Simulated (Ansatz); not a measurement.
# CH₂FI: up Jacob's ladder to CCSD(T)

Aim: compute CH₂FI with functionals from several rungs and with coupled cluster. The yardstick is the atomisation energy at the CCSD(T) limit.

The runs use Ansatz 0.2.0, Gaussian basis; functionals in def2-TZVPP, the program's frozen cores in correlated methods.

The runs, in order: LDA (SPW92), PBE-D4, revPBE-D4, BLYP-D4, r2SCAN-D4, B97M-V, PBE0-D4, B3LYP-D4, r2SCANh-D4, r2SCAN0-D4, HSE06-D4, BHLYP-D4, CAM-B3LYP-D4, LC-ωPBE, ωB97X-V, ωB97M-V, B2PLYP, PBE-QIDH; CCSD(T)/def2-SVP; CCSD(T)/def2-TZVPP; MP2/def2-QZVPP; extrapolation to the limit; RPA on PBE.

### 1 The geometry

All runs share one geometry, relaxed beforehand with PBE0-D4 in a triple-zeta def2 set. I takes the def2 core potential; no spin-orbit term is included.

SMILES `FCI`, 5 atoms, charge 0, spin multiplicity 1.

Atoms are counted from 1 here; the program's logs count them from 0.

Bond lengths: F1–C2 1.353 Å, C2–I3 2.142 Å, C2–H4 1.088 Å, C2–H5 1.088 Å. Angles: F1–C2–I3 111.0°, F1–C2–H4 109.9°, F1–C2–H5 109.9°, I3–C2–H4 106.6°, I3–C2–H5 106.6°, H4–C2–H5 112.7°.

Geometry (Å):

```xyz
5
charge 0, multiplicity 1
F     1.1963    0.7109   -0.1755
C     0.1606   -0.1141    0.1034
I    -1.6323    0.5479   -0.8642
H     0.3681   -1.1120   -0.2772
H    -0.0427   -0.1062    1.1722
```

### 2 LDA

This LDA is Slater exchange with PW92 correlation.

in.yaml reads:

```yaml
crystal:
  periodic: [false, false, false]
  atoms:
    - {symbol: F, position_ang: [1.196254, 0.710859, -0.175539]}
    - {symbol: C, position_ang: [0.160617, -0.114144, 0.103400]}
    - {symbol: I, position_ang: [-1.632294, 0.547931, -0.864187]}
    - {symbol: H, position_ang: [0.368116, -1.111996, -0.277239]}
    - {symbol: H, position_ang: [-0.042693, -0.106249, 1.172163]}
basis:
  gaussian: {orbitals: def2-TZVPP}
hamiltonian: {xc: lda}
output: {orbitals: {seedname: orbitals}}
```

Further steps of the session: PBE-D4 (GGA); revPBE-D4 (GGA); BLYP-D4 (GGA); r2SCAN-D4 (meta-GGA); B97M-V (meta-GGA); PBE0-D4 (hybrid); B3LYP-D4 (hybrid); r2SCANh-D4 (hybrid); r2SCAN0-D4 (hybrid); HSE06-D4 (hybrid); BHLYP-D4 (hybrid); CAM-B3LYP-D4 (range-separated); LC-ωPBE-D4 (range-separated); ωB97X-V (range-separated); ωB97M-V (range-separated); B2PLYP (double hybrid); PBE-QIDH (double hybrid); CCSD(T) in def2-SVP; CCSD(T) in def2-TZVPP; MP2 in def2-QZVPP; RPA on PBE orbitals.

Q: Predict the results of all the runs planned. Wanted: atomisation energy, CCSD(T)/CBS; farthest beyond LDA; mean size of error, GGA; mean size of error, meta-GGA; mean size of error, hybrid; mean size of error, range-separated; mean size of error, double hybrid; gap, smallest and largest; T1 diagnostic.

The runs gave:

```
                               quantity                                                                                       value
        atomisation energy, CCSD(T)/CBS                                                                                   16.425 eV
    functionals within 0.164 eV (1.0 %)  revPBE-D4, BLYP-D4, r2SCAN-D4, PBE0-D4, B3LYP-D4, HSE06-D4, CAM-B3LYP-D4, ωB97X-V, ωB97M-V
                    farthest beyond LDA                                                                        BHLYP-D4 (-0.885 eV)
                mean size of error, GGA                                                                                    0.182 eV
           mean size of error, meta-GGA                                                                                    0.099 eV
             mean size of error, hybrid                                                                                    0.283 eV
    mean size of error, range-separated                                                                                    0.153 eV
      mean size of error, double hybrid                                                                                    0.255 eV
              gap, smallest and largest                                                       4.35 eV (BLYP-D4), 11.42 eV (LC-ωPBE)
                          T1 diagnostic                                                                                      0.0096
triples share of the correlation energy                                                                                       2.7 %
```

What this shows: LDA overbinds by 2.910 eV (18 %). PBE-D4 misses by +0.509 eV. Double hybrids carry the basis error of their MP2 part in triple zeta, and no dispersion term here, so their miss is partly the set-up's. The rungs meta-GGA, range-separated miss on average by less than the doubt on the reference (0.164 eV), so they tie. The reference freezes the cores and leaves out spin-orbit coupling and excitations past (T), and its outer-core shells are covered unevenly, so misses under about 0.164 eV can't be ranked. All levels share the lack of spin-orbit coupling, which lowers the free heavy atoms and so the true binding. Hartree-Fock recovers 68 % of the binding; the rest is correlation. CCSD(T) in def2-SVP is off by -1.193 eV, which most functionals beat. The gap grows from 4.3 to 11.4 eV across the functionals, mostly with the share of exact exchange. Correlated methods include outer-core shells of I, which these sets cover unevenly.
